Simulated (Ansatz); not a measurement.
# C3H6AlN: the cost of one run

Method: RKS BLYP-D4/def2-mTZVP, in Ansatz 0.2.0.

### 1 The system as given

Bond lengths: C1–C2 1.246 Å, C2–C3 1.291 Å, C3–N4 1.373 Å, C3–Al5 2.003 Å, C1–H6 1.133 Å, C1–H7 1.109 Å, N4–H8 1.076 Å, N4–H9 1.017 Å, Al5–H10 1.585 Å, Al5–H11 1.586 Å. Angles: C1–C2–C3 179.6°, C2–C1–H6 121.7°, C2–C1–H7 123.3°, H6–C1–H7 114.8°, C2–C3–N4 123.8°, C2–C3–Al5 118.5°, N4–C3–Al5 117.6°, C3–N4–H8 117.9°, C3–N4–H9 127.6°, H8–N4–H9 114.4°, C3–Al5–H10 119.2°, C3–Al5–H11 119.0°, H10–Al5–H11 121.7°.

Structure file:

```xyz
11

C    -0.8837    2.0142    0.0818
C    -0.4843    0.8344    0.0792
C    -0.0614   -0.3850    0.0765
N    -0.6960   -1.4145    0.7270
Al    1.6913   -0.7866   -0.8069
H    -1.8739    2.3072    0.5472
H    -0.3383    2.8428   -0.4130
H    -1.6436   -1.2070    1.1926
H    -0.4047   -2.3877    0.7812
H     2.5085    0.3950   -1.4774
H     2.2513   -2.2698   -0.7677
```

### 2 End point A

The input, input.yaml:

```yaml
crystal:
  periodic: [false, false, false]
  atoms:
    - { symbol: C, position_ang: [-0.8837, 2.0142, 0.0818] }
    - { symbol: C, position_ang: [-0.4843, 0.8344, 0.0792] }
    - { symbol: C, position_ang: [-0.0614, -0.385, 0.0765] }
    - { symbol: "N", position_ang: [-0.696, -1.4145, 0.727] }
    - { symbol: Al, position_ang: [1.6913, -0.7866, -0.8069] }
    - { symbol: H, position_ang: [-1.8739, 2.3072, 0.5472] }
    - { symbol: H, position_ang: [-0.3383, 2.8428, -0.413] }
    - { symbol: H, position_ang: [-1.6436, -1.207, 1.1926] }
    - { symbol: H, position_ang: [-0.4047, -2.3877, 0.7812] }
    - { symbol: H, position_ang: [2.5085, 0.395, -1.4774] }
    - { symbol: H, position_ang: [2.2513, -2.2698, -0.7677] }
basis:
  gaussian: { orbitals: def2-mTZVP }
hamiltonian:
  xc: blyp
  dispersion: d4
relax:
  f_tol: 0.02
  max_steps: 50
```

Launch:

```bash
> ansatz run input.yaml --threads 2 --pin off --max-ram 3072MiB --backend cpu --events-out ev --progress --plain --runs-dir out
```

Q: Estimate wall time and peak memory on 2 threads of Intel Xeon Platinum 8488C (Sapphire Rapids), shared host.

About 53 s, with a peak of 0.24 GiB.
